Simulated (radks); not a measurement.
**Cu²⁺ with its nuclear charge varied continuously**

What is the energy between the elements? 27 electrons are held in [Ar] 3d9 while Z is changed in small steps.

Program: radks (a radial shooting solver on a logarithmic mesh, Libxc functionals) version 1. Level of theory: Dirac Kohn-Sham, PBEsol, spin-unpolarised, spherical densities, finite nucleus; open shells fill j = l - 1/2 first. These are calculated values, not measurements, unless marked.

**1. What is computed**

| Property | Result |
| --- | --- |
| element | copper (Z = 29) |
| charge | +2 |
| electrons | 27 |
| configuration | [Ar] 3d9 |
| nuclear rms radius | 3.8823 fm |

In the logs a row gives level, spin channel, occupation and eigenvalue; Etot, Ekin, Encl (electron-nucleus), Eh (Hartree) and Exc are energies, all in hartree; err is the last residual, it the number of iterations.

**2. Z = 29**

Input:

```text
Z 29
configuration [Ar] 3d9
relativity Dirac
functional pbe_sol,pbe_sol
spin unpolarised
j_filling energy
nucleus finite rms 3.8823 fm
c 137.035999084
```

The program printed:

```text
1s1/2   1   2.0000        -325.82729617
2s1/2   1   2.0000         -39.93591627
2p1/2   1   2.0000         -35.11179617
2p3/2   1   4.0000         -34.35970156
3s1/2   1   2.0000          -5.14101687
3p1/2   1   2.0000          -3.64371235
3p3/2   1   4.0000          -3.54803834
3d3/2   1   4.0000          -1.09411917
3d5/2   1   5.0000          -1.08307712
Etot -1652.4588245618784
Ekin 1680.9747675385647
Encl -3959.9614175290026
Eh 692.0755888526106
Exc -65.54776342405111
err 3.758594017652218e-09
it 15
```

The top filled level is 3d5/2, -29.472 eV.

From the orbitals of this run (lengths in bohr):

```
level  occupation  energy (eV)     <r>  outermost maximum (interpolated)  90 % within  nodes
2s1/2           2      -1086.7  0.2352                             0.197        0.364      1
2p1/2           2      -955.44  0.2042                             0.156        0.335      0
2p3/2           4      -934.98  0.2076                             0.159        0.339      0
3s1/2           2      -139.89  0.7106                             0.613         1.07      2
3p1/2           2      -99.150  0.7385                             0.614         1.14      1
3p3/2           4      -96.547  0.7490                             0.622         1.16      1
3d3/2           4      -29.772  0.9178                             0.595         1.59      0
3d5/2           5      -29.472  0.9239                             0.598         1.61      0
```

The radial density on a logarithmic grid:

```
r (bohr)  4πr²ρ (e/bohr)
 0.00220           1.021
 0.00318           1.981
 0.00456           3.697
 0.00653           6.663
 0.00944           11.56
  0.0135           18.46
  0.0195           26.84
  0.0280           33.61
  0.0402           35.15
  0.0580           30.79
  0.0831           28.19
   0.119           34.61
   0.172           40.05
   0.247           29.43
   0.357           17.91
   0.511           21.28
   0.733           20.27
    1.06           9.931
    1.52           2.962
    2.17          0.6042
    3.14         0.06452
```

**3. Z = 28**

Settings, as their differences from step 2:

```diff
@@ -1,2 +1,2 @@
-Z 29
+Z 28
 configuration [Ar] 3d9
```

The program printed:

```text
1s1/2   1   2.0000        -301.54953904
2s1/2   1   2.0000         -36.12350093
2p1/2   1   2.0000         -31.53448761
2p3/2   1   4.0000         -30.89262648
3s1/2   1   2.0000          -4.18802492
3p1/2   1   2.0000          -2.79585152
3p3/2   1   4.0000          -2.71593142
3d3/2   1   4.0000          -0.48028385
3d5/2   1   5.0000          -0.47214696
Etot -1519.0443579984806
Ekin 1543.4018725321807
Encl -3647.607733422279
Eh 647.1938777343655
Exc -62.03237484274763
err 2.265592267713173e-09
it 17
```

Energy against step 2 (Z = 29): +3630.4 eV. Highest occupied level: 3d5/2 at -12.848 eV.

**4. Z = 28.25**

Settings, as their differences from step 3:

```diff
@@ -1,2 +1,2 @@
-Z 28
+Z 28.25
 configuration [Ar] 3d9
```

The program printed:

```text
1s1/2   1   2.0000        -307.51359166
2s1/2   1   2.0000         -37.04444970
2p1/2   1   2.0000         -32.39701606
2p3/2   1   4.0000         -31.72882315
3s1/2   1   2.0000          -4.40761198
3p1/2   1   2.0000          -2.98967665
3p3/2   1   4.0000          -2.90607692
3d3/2   1   4.0000          -0.61686772
3d5/2   1   5.0000          -0.60805739
Etot -1551.8090837308123
Ekin 1577.1592545779984
Encl -3724.6357747337643
Eh 658.5851184090247
Exc -62.917681984071464
err 2.627320298559854e-09
it 16
```

E − E(step 2, Z = 29) = +2738.8 eV. 3d5/2 is the highest filled level (-16.546 eV).

**5. Z = 28.5**

Settings, as their differences from step 4:

```diff
@@ -1,2 +1,2 @@
-Z 28.25
+Z 28.5
 configuration [Ar] 3d9
```

The program printed:

```text
1s1/2   1   2.0000        -313.54825044
2s1/2   1   2.0000         -37.98723805
2p1/2   1   2.0000         -33.28114300
2p3/2   1   4.0000         -32.58581225
3s1/2   1   2.0000          -4.64013011
3p1/2   1   2.0000          -3.19607411
3p3/2   1   4.0000          -3.10862545
3d3/2   1   4.0000          -0.76509232
3d5/2   1   5.0000          -0.75557384
Etot -1584.9668518805163
Ekin 1611.3405712168492
Encl -3802.3605758910862
Eh 669.8514923865534
Exc -63.79833959283262
err 5.453844416119341e-09
it 15
```

E − E(step 2, Z = 29) = +1836.6 eV. The top filled level is 3d5/2, -20.560 eV.

**6. Z = 28.75**

Settings, as their differences from step 5:

```diff
@@ -1,2 +1,2 @@
-Z 28.5
+Z 28.75
 configuration [Ar] 3d9
```

The program printed:

```text
1s1/2   1   2.0000        -319.65296574
2s1/2   1   2.0000         -38.95123587
2p1/2   1   2.0000         -34.18624351
2p3/2   1   4.0000         -33.46295143
3s1/2   1   2.0000          -4.88481115
3p1/2   1   2.0000          -3.41429266
3p3/2   1   4.0000          -3.32282074
3d3/2   1   4.0000          -0.92434542
3d5/2   1   5.0000          -0.91408332
Etot -1618.5169536263284
Ekin 1645.9457227503472
Encl -3880.798014235363
Eh 681.0102127369282
Exc -64.67487487824076
err 1.3696362310263955e-09
it 16
```

Energy against step 2 (Z = 29): +923.605 eV. The top filled level is 3d5/2, -24.873 eV.

**7. Z = 29.25**

Settings, as their differences from step 6:

```diff
@@ -1,2 +1,2 @@
-Z 28.75
+Z 29.25
 configuration [Ar] 3d9
```

The program printed:

```text
1s1/2   1   2.0000        -332.07088693
2s1/2   1   2.0000         -40.94083660
2p1/2   1   2.0000         -36.05736367
2p3/2   1   4.0000         -35.27560742
3s1/2   1   2.0000          -5.40821382
3p1/2   1   2.0000          -3.88381827
3p3/2   1   4.0000          -3.78375911
3d3/2   1   4.0000          -1.27398852
3d5/2   1   5.0000          -1.26212925
Etot -1686.7920202149896
Ekin 1716.4278959661049
Encl -4039.8620874694407
Eh 703.0596012456534
Exc -66.41742995730769
err 2.1335260154965196e-09
it 15
```

Energy against step 2 (Z = 29): -934.254 eV. The top filled level is 3d5/2, -34.344 eV.

**8. Z = 29.5**

Settings, as their differences from step 7:

```diff
@@ -1,2 +1,2 @@
-Z 29.25
+Z 29.5
 configuration [Ar] 3d9
```

The program printed:

```text
1s1/2   1   2.0000        -338.38345332
2s1/2   1   2.0000         -41.96562369
2p1/2   1   2.0000         -37.02257803
2p3/2   1   4.0000         -36.21028289
3s1/2   1   2.0000          -5.68595392
3p1/2   1   2.0000          -4.13418048
3p3/2   1   4.0000          -4.02954903
3d3/2   1   4.0000          -1.46359526
3d5/2   1   5.0000          -1.45088047
Etot -1721.516196479014
Ekin 1752.3054112643247
Encl -4120.5096958300455
Eh 713.9723393380063
Exc -67.2842512512999
err 2.06594166090231e-09
it 15
```

E − E(step 2, Z = 29) = -1879.1 eV. Highest occupied level: 3d5/2 at -39.480 eV.

**9. Z = 29.75**

Settings, as their differences from step 8:

```diff
@@ -1,2 +1,2 @@
-Z 29.5
+Z 29.75
 configuration [Ar] 3d9
```

The program printed:

```text
1s1/2   1   2.0000        -344.76476789
2s1/2   1   2.0000         -43.00996199
2p1/2   1   2.0000         -38.00712864
2p3/2   1   4.0000         -37.16339898
3s1/2   1   2.0000          -5.97385907
3p1/2   1   2.0000          -4.39443816
3p3/2   1   4.0000          -4.28504328
3d3/2   1   4.0000          -1.66263572
3d5/2   1   5.0000          -1.64902606
Etot -1756.631093811751
Ekin 1788.6077129996795
Encl -4201.91259129216
Eh 724.8223446061634
Exc -68.14856012543372
err 1.7099924832610426e-09
it 15
```

E − E(step 2, Z = 29) = -2834.7 eV. The top filled level is 3d5/2, -44.872 eV.

**10. Z = 30**

Settings, as their differences from step 9:

```diff
@@ -1,2 +1,2 @@
-Z 29.75
+Z 30
 configuration [Ar] 3d9
```

The program printed:

```text
1s1/2   1   2.0000        -351.21465025
2s1/2   1   2.0000         -44.07358392
2p1/2   1   2.0000         -39.01075252
2p3/2   1   4.0000         -38.13467416
3s1/2   1   2.0000          -6.27160867
3p1/2   1   2.0000          -4.66428698
3p3/2   1   4.0000          -4.54993352
3d3/2   1   4.0000          -1.87085101
3d5/2   1   5.0000          -1.85630601
Etot -1792.1365243960254
Ekin 1825.3352841661165
Encl -4284.078044626802
Eh 735.616886061759
Exc -69.01064999709882
err 1.3068597498322394e-09
it 15
```

E − E(step 2, Z = 29) = -3800.8 eV. 3d5/2 is the highest filled level (-50.513 eV).

**11. Results**

```
    Z  E (hartree)  E(electron-nucleus)/Z (hartree)  highest level  its energy (eV)  <r> (bohr)
   28  -1519.04436                         -130.272          3d5/2          -12.848       1.075
28.25  -1551.80908                         -131.846          3d5/2          -16.546       1.030
 28.5  -1584.96685                         -133.416          3d5/2          -20.560      0.9909
28.75  -1618.51695                         -134.984          3d5/2          -24.873      0.9557
   29  -1652.45882                         -136.550          3d5/2          -29.472      0.9239
29.25  -1686.79202                         -138.115          3d5/2          -34.344      0.8950
 29.5  -1721.51620                         -139.678          3d5/2          -39.480      0.8686
29.75  -1756.63109                         -141.241          3d5/2          -44.872      0.8442
   30  -1792.13652                         -142.803          3d5/2          -50.513      0.8216
```

In words: At Z = 29 the central difference of E is -136.550 hartree, against -136.550 from the Hellmann-Feynman theorem. The top level goes from -12.848 eV at Z = 28 to -50.513 eV at Z = 30.
